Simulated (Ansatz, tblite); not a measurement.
# Cu(AsH3)(N(SiH3)2) (AsCuH₉NSi₂): charged states by level of theory

The task here is to estimate one member of a computed series from the others.

Method: as each input shows; program: Ansatz 0.2.0, Gaussian basis.

Plan: charge +1 doublet, at the geometry of the singlet (PBE0-D4/def2-TZVP, PBE-D4/def2-TZVP, r2SCAN-D4/def2-TZVP, CCSD(T)/def2-SVP); charge -1 doublet, at the geometry of the singlet (PBE0-D4/def2-TZVPD, PBE-D4/def2-TZVPD, r2SCAN-D4/def2-TZVPD); the starting singlet's energies come from earlier runs.

2 further runs of the same task are left out: 2 set aside as unsound or not needed.

**The relaxed structure**

The geometry is that of the singlet, from an earlier relaxation (r2SCAN-D4/def2-SVP).

14 atoms, charge 0, spin multiplicity 1.

Atoms are counted from 1 here; the program's logs count them from 0.

Bond lengths: Cu1–As2 2.235 Å, Cu1–N6 1.834 Å, As2–H3 1.510 Å, As2–H4 1.512 Å, As2–H5 1.511 Å, N6–Si7 1.724 Å, N6–Si8 1.724 Å, Si7–H9 1.504 Å, Si7–H10 1.503 Å, Si7–H11 1.504 Å, Si8–H12 1.504 Å, Si8–H13 1.503 Å, Si8–H14 1.504 Å. Angles: As2–Cu1–N6 179.5°, Cu1–As2–H3 119.5°, Cu1–As2–H4 120.9°, Cu1–As2–H5 119.7°, H3–As2–H4 97.1°, H3–As2–H5 97.3°, H4–As2–H5 97.0°, Cu1–N6–Si7 116.3°, Cu1–N6–Si8 116.3°, Si7–N6–Si8 127.4°, N6–Si7–H9 113.5°, N6–Si7–H10 109.7°, N6–Si7–H11 113.6°, H9–Si7–H10 106.8°, H9–Si7–H11 106.1°, H10–Si7–H11 106.7°, N6–Si8–H12 113.6°, N6–Si8–H13 109.7° and more.

No spin-orbit coupling is included.

Set-up of the first run:

Contents of in.yaml:

```yaml
crystal:
  periodic: [false, false, false]
  atoms:
    - {symbol: Cu, position_ang: [-0.017693, -0.007215, 0.914264]}
    - {symbol: As, position_ang: [-0.023196, -0.026321, 3.149256]}
    - {symbol: H, position_ang: [0.527573, -1.225688, 3.883767]}
    - {symbol: H, position_ang: [-1.316118, 0.089168, 3.924554]}
    - {symbol: H, position_ang: [0.742779, 1.031520, 3.908527]}
    - {symbol: N, position_ang: [0.002367, 0.008053, -0.919244]}
    - {symbol: Si, position_ang: [0.026697, 1.560035, -1.669053]}
    - {symbol: Si, position_ang: [-0.009013, -1.530421, -1.696553]}
    - {symbol: H, position_ang: [1.229280, 1.784526, -2.543466]}
    - {symbol: H, position_ang: [0.049842, 2.631851, -0.616058]}
    - {symbol: H, position_ang: [-1.174092, 1.829233, -2.533337]}
    - {symbol: H, position_ang: [-1.209841, -1.751756, -2.574313]}
    - {symbol: H, position_ang: [-0.022631, -2.620898, -0.662622]}
    - {symbol: H, position_ang: [1.194047, -1.772076, -2.565722]}
basis:
  gaussian: {orbitals: def2-TZVP}
total_charge: 1
magnetization: {spin_polarized: true, initial_magnetization: 1}
hamiltonian: {xc: pbe0, dispersion: d4}
scf: {omitted_lower_state_checks: [starts]}
output: {orbitals: {seedname: orbitals}}
```

On the command line:

```bash
ansatz run in.yaml --threads 4 --pin off --events-out ev --progress --plain --max-ram 8704MiB
```

Steps of the session up to this table: Charge +1 doublet at the fixed geometry, PBE0-D4/def2-TZVP; Charge +1 doublet at the fixed geometry, PBE-D4/def2-TZVP; Charge +1 doublet at the fixed geometry, r2SCAN-D4/def2-TZVP; Charge +1 doublet at the fixed geometry, CCSD(T)/def2-SVP.

One table of the session follows, with a row left open; its other results are not shown here.

It belongs to the step «Vertical ionisation energy». 

| method | vertical ionisation energy (eV) |
| --- | --- |
| HF/def2-SVP | 6.58 |
| PBE-D4/def2-TZVP | 7.65 |
| r2SCAN-D4/def2-TZVP | 7.66 |
| PBE0-D4/def2-TZVP | 7.78 |
| MP2/def2-SVP | 8.04 |
| CCSD/def2-SVP | 7.58 |
| CCSD(T)/def2-SVP | ? |

Q: Estimate the row for CCSD(T)/def2-SVP from the others.

**Answer.** vertical ionisation energy (eV): 7.64. In the column «vertical ionisation energy (eV)» it lies between CCSD/def2-SVP (7.58) and PBE-D4/def2-TZVP (7.65).
